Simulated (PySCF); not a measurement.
# C4H10GeSi2: electronic excitations

Aim: predict the electronic excitations of C4H10GeSi2 (`C#C[Si@@H]1C[SiH2][CH2][GeH2]1`).

Computed with PySCF 2.14.0, with density-fitted response routines of our own, on a single molecule in the gas phase. Atoms count from 0, in the outputs and in this text.

## (1) The molecule as given

17 atoms, charge 0, multiplicity 1; geometry from: GFN2-xTB.

Bonds of the start (Å): C0–C1 1.20, C1–Si2 1.85, Si2–C3 1.91, C3–Si4 1.91, Si4–C5 1.90, C5–Ge6 1.99, Ge6–Si2 2.35, C0–H7 1.05, Si2–H8 1.47, C3–H9 1.09, C3–H10 1.09, Si4–H11 1.47, Si4–H12 1.47, C5–H13 1.09, C5–H14 1.09, Ge6–H15 1.52, Ge6–H16 1.51.

## (2) TDDFT and polarisability: CAM-B3LYP/def2-SVPD

What the job is given:

```
{"job": {"kind": "uv", "xc": "CAM-B3LYP", "basis": "def2-SVPD", "nstates": 8, "ntriplets": 3}, "charge": 0, "multiplicity": 1}
C      3.447674    -0.485010    -0.962106
C      2.505933    -0.473714    -0.214266
Si     1.039108    -0.400450     0.912658
C     -0.327515    -1.550095     0.227605
Si    -1.569072    -0.574213    -0.845705
C     -1.799335     1.105969     0.017347
Ge    -0.032886     1.683102     0.730490
H      4.272699    -0.503998    -1.615550
H      1.480327    -0.801057     2.258383
H     -0.859398    -2.001441     1.065603
H      0.100150    -2.375259    -0.338453
H     -2.847888    -1.293548    -0.937341
H     -1.000943    -0.376541    -2.185677
H     -2.226658     1.839437    -0.662659
H     -2.503947     0.998953     0.842387
H     -0.258406     2.559418     1.951036
H      0.573158     2.660476    -0.253662
```

Method: TDDFT CAM-B3LYP/def2-SVPD, vertical, gas phase, core orbitals frozen in the response.

Run with:

```bash
OMP_NUM_THREADS=1 python probes_run.py task.json out
```

One launch serves the whole session: the jobs run in the order shown.

Predict these results of the whole session: lowest singlet (CAM-B3LYP/def2-SVPD); brightest single state of those computed; lowest triplet.

**Answer**, as computed:

| quantity | value |
| --- | --- |
| lowest singlet (CAM-B3LYP/def2-SVPD) | 5.94 eV (209 nm), f = 0.004 |
| brightest single state of those computed | state 7, 7.33 eV, f = 0.154 |
| lowest triplet | 5.01 eV |

In words: The first singlet state (HOMO→LUMO 0.50) lies at 5.94 eV and is weak; of the 8 states computed, the strongest absorption comes from state 7 at 7.33 eV. The lowest triplet lies 0.93 eV below the lowest singlet (triplets in Tamm-Dancoff, singlets in full TDDFT).
